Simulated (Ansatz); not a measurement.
## AlFe3B in Ansatz: the effect of strain

Crystal: AlFe3B.

```xyz
5
Lattice="3.6694 0.0000 0.0000 0.0000 3.6694 0.0000 0.0000 0.0000 3.8223" Properties=species:S:1:pos:R:3 pbc="T T T"
Fe    0.0000    0.0000    1.9112
Fe    0.0000    1.8347    0.0000
Fe    1.8347    0.0000    0.0000
Al    1.8347    1.8347    1.9112
B     0.0000    0.0000    0.0000
```

The cell comes from a database or a generator and needn't be the stable form of this composition.

Alike in all runs:

```yaml
Program: Ansatz 0.2.0
Task: single point
Functional: PBEsol
Potentials_or_basis: Ansatz PAW
Cutoff: "420 eV (not typed: the program's choice for these potentials)"
k_mesh: 6 × 6 × 6
Occupations: fermi-dirac, width 0.05 eV
Spin: collinear spin, ferromagnetic start
Starting_moments: "[3.0, 3.0, 3.0, 0.0, 0.0] μB"
Kind_of_strain: biaxial
```

Task: One run gave: pressure -4.0 GPa; moment 4.06 μB. Which strain did it use?
A. 0.01
B. 0.02
C. -0.01
D. -0.04
E. -0.02

Result: C.

| strain | pressure (GPa) | moment (μB) |
| --- | --- | --- |
| -0.04 | 9.7 | 3.86 |
| -0.02 | 0.1 | 4.01 |
| -0.01 | -4.0 | 4.06 |
| 0 | -7.6 | 4.11 |
| 0.01 | -10.9 | 4.15 |
| 0.02 | -13.9 | 4.20 |
| 0.04 | -18.3 | 4.45 |

Caveats: the PAW data sets come from PBE, with cores solved anew for the run's functional, which leaves a small shift of forces and pressure.
